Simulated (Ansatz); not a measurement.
# SbH₄ (doublet): wave-function methods side by side, def2-SVPD

The task here is to estimate one member of a computed series from the others.

Method: def2-SVPD, core rule «outside noble gas», up to 9 orbitals frozen; program: Ansatz 0.2.0, Gaussian basis.

To be run: UHF; CCSD(T) on ROHF; CCSD(T) on UHF; BCCD(T) on ROHF; CISD as a restricted active space (open shells left free, so some higher excitations enter); CCSDT(Q) on ROHF; CCSDT(Q) on UHF; CASSCF and MRCISD+Q, 9 electrons in 8 orbitals; CASSCF and NEVPT2, 9 electrons in 8 orbitals.

18 further runs of the same task are left out: 1 for a known fault of the program, 6 that didn't finish, 11 set aside as unsound or not needed. Runs told in other sessions of the task aren't counted.

### The system

The geometry is a PBE0/def2-TZVPD stationary point (not a proven minimum) of the parent state, kept for this charge and spin. No spin-orbit coupling is included. Elements past krypton take def2 core potentials.

5 atoms, charge 0, spin multiplicity 2.

Atoms are counted from 1 here; the program's logs count them from 0.

Bond lengths: Sb1–H2 1.976 Å, Sb1–H3 1.717 Å, Sb1–H4 1.717 Å, Sb1–H5 1.976 Å. Angles: H2–Sb1–H3 83.5°, H2–Sb1–H4 83.5°, H2–Sb1–H5 159.5°, H3–Sb1–H4 101.0°, H3–Sb1–H5 83.5°, H4–Sb1–H5 83.5°.

Set-up of the first run:

in.yaml

```yaml
crystal:
  periodic: [false, false, false]
  atoms:
    - {symbol: Sb, position_ang: [0.023149, 0.000000, 0.000000]}
    - {symbol: H, position_ang: [-0.329309, 0.000001, -1.944760]}
    - {symbol: H, position_ang: [-1.068877, 1.324629, 0.000001]}
    - {symbol: H, position_ang: [-1.068877, -1.324629, -0.000001]}
    - {symbol: H, position_ang: [-0.329309, -0.000001, 1.944760]}
basis:
  gaussian: {orbitals: def2-SVPD}
magnetization: {spin_polarized: true, initial_magnetization: 1}
hamiltonian: {xc: hf}
output: {orbitals: {seedname: orbitals}}
```

Command:

```
> ansatz run in.yaml --threads 1 --pin off --events-out ev --progress --plain --max-ram 2393MiB
```

Among the steps run: UHF; CCSD(T) on ROHF; CCSD(T) on UHF; BCCD(T) on ROHF; CISD as a restricted active space (open shells left free, so some higher excitations enter); CCSDT(Q) on ROHF; CCSDT(Q) on UHF; CASSCF and MRCISD+Q, 9 electrons in 8 orbitals; CASSCF and NEVPT2, 9 electrons in 8 orbitals.

One of the session's tables, all rows but one given; the rest of the session is left out.

```
          method  from UCCSDT(Q) (kJ/mol)
            ROHF                   +481.4
             UHF                   +431.7
            RMP2                   +103.5
            UMP2                   +111.6
            CISD                    +55.2
           RCCSD                    +17.1
           UCCSD                    +16.0
        RCCSD(T)                        ?
        UCCSD(T)                     +3.5
         BCCD(T)                     +3.4
          RCCSDT                     +0.6
          UCCSDT                     +0.5
       RCCSDT(Q)                      0.0
       UCCSDT(Q)                        0
  CASSCF valence                   +280.8
  NEVPT2 valence                    +72.8
  MRCISD valence                    +17.7
MRCISD+Q valence                     +1.3
```

**Question.** Estimate the row for RCCSD(T).

As computed: from UCCSDT(Q) (kJ/mol): +3.3. In the column «from UCCSDT(Q) (kJ/mol)» it lies between MRCISD+Q valence (+1.3) and BCCD(T) (+3.4).

The ROHF row is the lowest such solution found; the determinant under the restricted MP2 and coupled-cluster rows lies 0.02 eV higher.

To keep in mind: Restricted and unrestricted rows rest on different reference determinants; a gap between their highest levels can come from leftover correlation error, from unlike frozen cores or from another state.
